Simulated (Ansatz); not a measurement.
# ClFH₅NSi₂: small, medium and large basis sets

How large a basis does ClFH₅NSi₂ need? Two functionals are run in growing sets.

Program: Ansatz 0.2.0, Gaussian basis. Level of theory: one geometry, several basis sets. These are calculated values, not measurements.

Levels to be run: PBE0-D4/def2-SVP; ωB97M-V/def2-SVP; PBE0-D4/def2-QZVPP; ωB97M-V/def2-QZVPP; the functionals' def2-TZVPP values are taken from earlier runs.

## 1. Structure used throughout

The geometry comes from an earlier relaxation with PBE0-D4 in a triple-zeta def2 set; it is a stationary point, not always the lowest conformer.

10 atoms, charge 0, spin multiplicity 1.

Atoms are counted from 1 here; the program's logs count them from 0.

Bond lengths: F1–Si2 1.591 Å, Si2–Cl3 2.041 Å, Si2–N4 1.695 Å, Si2–H6 1.470 Å, N4–Si5 1.736 Å, N4–H7 1.011 Å, Si5–H8 1.486 Å, Si5–H9 1.486 Å, Si5–H10 1.483 Å. Angles: F1–Si2–Cl3 105.7°, F1–Si2–N4 112.7°, F1–Si2–H6 107.1°, Cl3–Si2–N4 109.2°, Cl3–Si2–H6 111.1°, N4–Si2–H6 110.9°, Si2–N4–Si5 127.7°, Si2–N4–H7 115.7°, Si5–N4–H7 116.5°, N4–Si5–H8 111.6°, N4–Si5–H9 110.8°, N4–Si5–H10 106.5°, H8–Si5–H9 108.2°, H8–Si5–H10 109.7°, H9–Si5–H10 110.1°.

## 2. PBE0-D4 in def2-SVP

File in.yaml:

```yaml
crystal:
  periodic: [false, false, false]
  atoms:
    - {symbol: F, position_ang: [-1.264265, 0.121759, 2.206985]}
    - {symbol: Si, position_ang: [0.148107, 0.145174, 1.474875]}
    - {symbol: Cl, position_ang: [1.261328, 1.541073, 2.463440]}
    - {symbol: N, position_ang: [0.030205, 0.581572, -0.158574]}
    - {symbol: Si, position_ang: [-0.170352, -0.468550, -1.526580]}
    - {symbol: H, position_ang: [0.732340, -1.196469, 1.618180]}
    - {symbol: H, position_ang: [0.019897, 1.575133, -0.347648]}
    - {symbol: H, position_ang: [-1.479567, -0.251673, -2.195086]}
    - {symbol: H, position_ang: [0.904599, -0.243649, -2.527134]}
    - {symbol: H, position_ang: [-0.099193, -1.855671, -1.005559]}
basis:
  gaussian: {orbitals: def2-SVP}
hamiltonian: {xc: pbe0, dispersion: d4}
output: {orbitals: {seedname: orbitals}}
```

On the command line:

```bash
ansatz run in.yaml --threads 4 --pin off --events-out ev --progress --plain --max-ram 10444MiB
```

Log:

```text
Functional definition: PBE0
  name "PBE0"
  cite "Adamo & Barone, J. Chem. Phys. 110, 6158 (1999) doi:10.1063/1.478522"
  cite "Perdew, Burke & Ernzerhof, Phys. Rev. Lett. 77, 3865 (1996) doi:10.1103/PhysRevLett.77.3865"
  parent pbe
  parameter a = 0.25
  parameter kappa = 0.804
  parameter beta = 0.06672455060314922
  exchange = (1 - a)*pbe_x(kappa = kappa, mu = beta*pi^2/3) + a*exact_x
  correlation = pbe_c(beta = beta)
1016 factors; integrals over basis functions are off by at most 1.1e-3 eV
mean field evaluation 1: about -32537.7248 eV, gradient 5.4e1 eV
mean field evaluation 2: about -32531.2588 eV, gradient 7.6e1 eV
mean field evaluation 4: about -32543.1076 eV, gradient 2.8e0 eV
mean field evaluation 8: about -32543.1757 eV, gradient 2.3e-1 eV
mean field evaluation 16: about -32543.1758 eV, gradient 1.3e-5 eV
mean field -32543.17577553 eV, -1195.9396511938 hartree, gradient 1.4e-5 eV, S^2 0.000000; 0 other end points of the search recorded, 0 dependent functions left out
reference -32543.17580252 eV, -1195.9396521857 hartree; 33, 33 occupied and 74, 74 virtual orbitals, 1016 factors
Total energy: -32543.39687628 eV, -1195.9477764968 hartree
```

Run time: 1.1 s. Hardware: 4 threads of Arm Neoverse V1, shared host.

## 3. ωB97M-V in def2-SVP

Changes to in.yaml since step 2:

```diff
@@ -15,3 +15,3 @@
   gaussian: {orbitals: def2-SVP}
-hamiltonian: {xc: pbe0, dispersion: d4}
+hamiltonian: {xc: {name: wB97M-V}}
 output: {orbitals: {seedname: orbitals}}
```

Same command.

Log, shortened:

```text
Functional definition: wB97M-V
  name "wB97M-V"
  cite "Mardirossian & Head-Gordon, J. Chem. Phys. 144, 214110 (2016) doi:10.1063/1.4952647"
  cite "Becke, J. Chem. Phys. 107, 8554 (1997) doi:10.1063/1.475007"
  cite "Vydrov & Van Voorhis, J. Chem. Phys. 133, 244103 (2010) doi:10.1063/1.3521275"
  # Of w^i u^j: cxij and so on, Table III.
[...]
  gx(w, u) = 1 - cx + cx01*u + cx10*w
  gss(w, u) = css00 + css04*u^4 + css10*w + css20*w^2 + css43*w^4*u^3
  gos(w, u) = cos00 + cos10*w + (cos20 + cos21*u)*w^2 + (cos60 + cos61*u)*w^6
[...]
      + integral(e_c_pw_mod_opposite_spin*gos(b97_w_opposite, b97_u_opposite)) + vv10(b, c)
1016 factors; integrals over basis functions are off by at most 1.1e-3 eV
327 factors; integrals over basis functions are off by at most 6.3e-6 eV
[...]
mean field -32555.27084948 eV, -1196.3841369632 hartree, gradient 1.1e-5 eV, S^2 0.000000; 0 other end points of the search recorded, 0 dependent functions left out
reference -32555.27089138 eV, -1196.3841385032 hartree; 33, 33 occupied and 74, 74 virtual orbitals, 1016 factors
Total energy: -32555.27089138 eV, -1196.3841385032 hartree
```

Run time: 4.8 s. Hardware: 4 threads of Arm Neoverse V1, shared host.

## 4. PBE0-D4 in def2-QZVPP

Changes to in.yaml since step 3:

```diff
@@ -14,4 +14,4 @@
 basis:
-  gaussian: {orbitals: def2-SVP}
-hamiltonian: {xc: {name: wB97M-V}}
+  gaussian: {orbitals: "def2-QZVPP.json"}
+hamiltonian: {xc: pbe0, dispersion: d4}
 output: {orbitals: {seedname: orbitals}}
```

Same command.

Log:

```text
Functional definition: PBE0
  name "PBE0"
  cite "Adamo & Barone, J. Chem. Phys. 110, 6158 (1999) doi:10.1063/1.478522"
  cite "Perdew, Burke & Ernzerhof, Phys. Rev. Lett. 77, 3865 (1996) doi:10.1103/PhysRevLett.77.3865"
  parent pbe
  parameter a = 0.25
  parameter kappa = 0.804
  parameter beta = 0.06672455060314922
  exchange = (1 - a)*pbe_x(kappa = kappa, mu = beta*pi^2/3) + a*exact_x
  correlation = pbe_c(beta = beta)
1800 factors; their error is unknown
mean field evaluation 1: about -32552.2971 eV, gradient 6.6e1 eV
mean field evaluation 2: about -32541.0435 eV, gradient 9.5e1 eV
mean field evaluation 4: about -32559.7792 eV, gradient 4.5e0 eV
mean field evaluation 8: about -32559.8101 eV, gradient 5.6e-2 eV
mean field evaluation 16: about -32559.8378 eV, gradient 1.6e-5 eV
mean field -32559.83777384 eV, -1196.5519683381 hartree, gradient 1.6e-5 eV, S^2 0.000000; 0 other end points of the search recorded, 0 dependent functions left out
reference -32559.83781529 eV, -1196.5519698610 hartree; 33, 33 occupied and 441, 441 virtual orbitals, 1800 factors
Total energy: -32560.05888905 eV, -1196.5600941721 hartree
```

It took 11 s on 4 threads of Arm Neoverse V1, shared host; peak memory 2 GiB.

## 5. ωB97M-V in def2-QZVPP

Changes to in.yaml since step 4:

```diff
@@ -15,3 +15,3 @@
   gaussian: {orbitals: "def2-QZVPP.json"}
-hamiltonian: {xc: pbe0, dispersion: d4}
+hamiltonian: {xc: {name: wB97M-V}}
 output: {orbitals: {seedname: orbitals}}
```

The command is unchanged.

Log, shortened:

```text
Functional definition: wB97M-V
  name "wB97M-V"
  cite "Mardirossian & Head-Gordon, J. Chem. Phys. 144, 214110 (2016) doi:10.1063/1.4952647"
  cite "Becke, J. Chem. Phys. 107, 8554 (1997) doi:10.1063/1.475007"
  cite "Vydrov & Van Voorhis, J. Chem. Phys. 133, 244103 (2010) doi:10.1063/1.3521275"
  # Of w^i u^j: cxij and so on, Table III.
[...]
  gx(w, u) = 1 - cx + cx01*u + cx10*w
  gss(w, u) = css00 + css04*u^4 + css10*w + css20*w^2 + css43*w^4*u^3
  gos(w, u) = cos00 + cos10*w + (cos20 + cos21*u)*w^2 + (cos60 + cos61*u)*w^6
[...]
      + integral(e_c_pw_mod_opposite_spin*gos(b97_w_opposite, b97_u_opposite)) + vv10(b, c)
1744 factors; their error is unknown
369 factors; integrals over basis functions are off by at most 2.5e-5 eV
[...]
mean field -32571.95448115 eV, -1196.9972491184 hartree, gradient 7.6e-5 eV, S^2 0.000000; 0 other end points of the search recorded, 0 dependent functions left out
reference -32571.95454869 eV, -1196.9972516006 hartree; 33, 33 occupied and 441, 441 virtual orbitals, 1744 factors
Total energy: -32571.95454869 eV, -1196.9972516006 hartree
```

Wall time 24 s (4 threads of Arm Neoverse V1, shared host); peak memory 2.3 GiB.

## 6. Density functionals: the series

The def2-TZVPP values come from earlier runs at the same geometry.

| functional | basis | functions | energy (eV) | from the largest (eV) | HOMO (eV) | LUMO (eV) |
| --- | --- | --- | --- | --- | --- | --- |
| PBE0-D4 | def2-SVP | 107 | -32543.3969 | 16.662 | -8.18 | 0.50 |
| PBE0-D4 | def2-TZVPP | 258 | -32558.8858 | 1.173 | -8.28 | -0.03 |
| PBE0-D4 | def2-QZVPP | 474 | -32560.0589 | 0.000 | -8.31 | -0.19 |
| ωB97M-V | def2-SVP | 107 | -32555.2709 | 16.684 | -10.44 | 2.35 |
| ωB97M-V | def2-TZVPP | 258 | -32570.8606 | 1.094 | -10.58 | 1.58 |
| ωB97M-V | def2-QZVPP | 474 | -32571.9545 | 0.000 | -10.61 | 1.19 |

## 7. Outcome

| quantity | value |
| --- | --- |
| PBE0-D4: double and triple zeta above quadruple | 16.66, 1.17 eV |
| ωB97M-V: double and triple zeta above quadruple | 16.68, 1.09 eV |

PBE0-D4 gains 15.49 eV from double to triple zeta, then 1.17 eV more. These are total energies; as a rule much of such shifts cancels in differences, which this series doesn't test. The LUMO of ωB97M-V is positive and keeps falling with the basis (2.35 to 1.19 eV): an unbound level that the basis holds in place.

For PBE0-D4 the largest set took about 9 times as long as the smallest (11 s against 1.1 s).
